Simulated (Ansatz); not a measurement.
# CH₇FOSi₂: one species, many methods

The task here is to estimate one member of a computed series from the others.

The runs use Ansatz 0.2.0, Gaussian basis; functionals in def2-TZVPP, the program's frozen cores in correlated methods.

Levels to be run: LDA (SPW92), PBE-D4, revPBE-D4, BLYP-D4, r2SCAN-D4, B97M-V, PBE0-D4, B3LYP-D4, r2SCANh-D4, r2SCAN0-D4, HSE06-D4, BHLYP-D4, CAM-B3LYP-D4, LC-ωPBE, ωB97X-V, ωB97M-V, B2PLYP, PBE-QIDH; CCSD(T)/def2-SVP; CCSD(T)/def2-TZVPP; MP2/def2-QZVPP; extrapolation to the limit; RPA on PBE.

## Structure used throughout

An earlier PBE0-D4 in a triple-zeta def2 set relaxation fixed the geometry.

12 atoms, charge 0, spin multiplicity 1.

Atoms are counted from 1 here; the program's logs count them from 0.

Bond lengths: C1–Si2 1.875 Å, C1–H6 1.092 Å, C1–H7 1.092 Å, C1–H8 1.092 Å, Si2–Si3 2.340 Å, Si2–H9 1.490 Å, Si2–H10 1.490 Å, Si3–O4 1.640 Å, Si3–F5 1.607 Å, Si3–H11 1.489 Å, O4–H12 0.959 Å. Angles: Si2–C1–H6 110.6°, Si2–C1–H7 110.9°, Si2–C1–H8 110.3°, H6–C1–H7 108.3°, H6–C1–H8 108.2°, H7–C1–H8 108.5°, C1–Si2–Si3 110.8°, C1–Si2–H9 111.0°, C1–Si2–H10 111.0°, Si3–Si2–H9 107.9°, Si3–Si2–H10 108.4°, H9–Si2–H10 107.5°, Si2–Si3–O4 106.5°, Si2–Si3–F5 109.5°, Si2–Si3–H11 116.2°, O4–Si3–F5 109.5°, O4–Si3–H11 110.3°, F5–Si3–H11 104.8° and more.

Coordinates:

```xyz
12
charge 0, multiplicity 1
C    -1.16380    1.50980   -0.06467
Si    0.43780    0.81737    0.62042
Si    0.89943   -1.28025   -0.30784
O    -0.44205   -2.19583   -0.08068
F     1.17993   -1.11973   -1.88184
H    -1.09302    1.64304   -1.14611
H    -1.39314    2.47768    0.38606
H    -1.99089    0.82747    0.14112
H     0.36067    0.65705    2.10011
H     1.58240    1.72522    0.32629
H     2.10007   -1.98428    0.22174
H    -0.40039   -3.13255   -0.28059
```

Set-up of the first run:

in.yaml reads:

```yaml
crystal:
  periodic: [false, false, false]
  atoms:
    - {symbol: C, position_ang: [-1.163803, 1.509804, -0.064669]}
    - {symbol: Si, position_ang: [0.437804, 0.817369, 0.620422]}
    - {symbol: Si, position_ang: [0.899429, -1.280249, -0.307844]}
    - {symbol: O, position_ang: [-0.442045, -2.195830, -0.080682]}
    - {symbol: F, position_ang: [1.179930, -1.119727, -1.881836]}
    - {symbol: H, position_ang: [-1.093022, 1.643044, -1.146108]}
    - {symbol: H, position_ang: [-1.393138, 2.477676, 0.386059]}
    - {symbol: H, position_ang: [-1.990893, 0.827472, 0.141122]}
    - {symbol: H, position_ang: [0.360669, 0.657055, 2.100105]}
    - {symbol: H, position_ang: [1.582397, 1.725221, 0.326287]}
    - {symbol: H, position_ang: [2.100066, -1.984281, 0.221736]}
    - {symbol: H, position_ang: [-0.400392, -3.132554, -0.280590]}
basis:
  gaussian: {orbitals: def2-TZVPP}
hamiltonian: {xc: lda}
output: {orbitals: {seedname: orbitals}}
```

Command:

```console
ansatz run in.yaml --threads 4 --pin off --events-out ev --progress --plain --max-ram 10444MiB
```

Steps of the session up to this table: LDA; PBE-D4 (GGA); revPBE-D4 (GGA); BLYP-D4 (GGA); r2SCAN-D4 (meta-GGA); B97M-V (meta-GGA); PBE0-D4 (hybrid); B3LYP-D4 (hybrid); r2SCANh-D4 (hybrid); r2SCAN0-D4 (hybrid); HSE06-D4 (hybrid); BHLYP-D4 (hybrid); CAM-B3LYP-D4 (range-separated); LC-ωPBE (range-separated); ωB97X-V (range-separated); ωB97M-V (range-separated); B2PLYP (double hybrid); PBE-QIDH (double hybrid).

One of the session's tables, all rows but one given; the rest of the session is left out.

It belongs to the step «Orbital energies across the functionals». 

```
  functional  HOMO (eV)  gap (eV)
 LDA (SPW92)      -6.80      5.55
      PBE-D4      -6.74      5.69
   revPBE-D4      -6.70      5.75
     BLYP-D4      -6.64      5.70
   r2SCAN-D4      -7.02      6.32
      B97M-V      -7.11      6.14
     PBE0-D4      -7.97      7.75
    B3LYP-D4      -7.79      7.34
  r2SCANh-D4      -7.47      7.06
  r2SCAN0-D4      -8.14      8.14
    HSE06-D4      -7.57      6.98
    BHLYP-D4          ?         ?
CAM-B3LYP-D4      -9.30     10.04
     LC-ωPBE     -10.59     12.52
     ωB97X-V     -10.28     12.04
     ωB97M-V     -10.04     11.45
```

Q: Estimate the row for BHLYP-D4 from the others.

Worked estimate for «HOMO (eV)». Against the share of exact exchange, BLYP-D4 (0, -6.64), B3LYP-D4 (0.2, -7.79) give a slope of -5.75 per unit share; at 0.5 the line stands at -9.51.

**Answer.** HOMO (eV): -9.13; gap (eV): 9.72. In «HOMO (eV)» the line misses by -0.38.
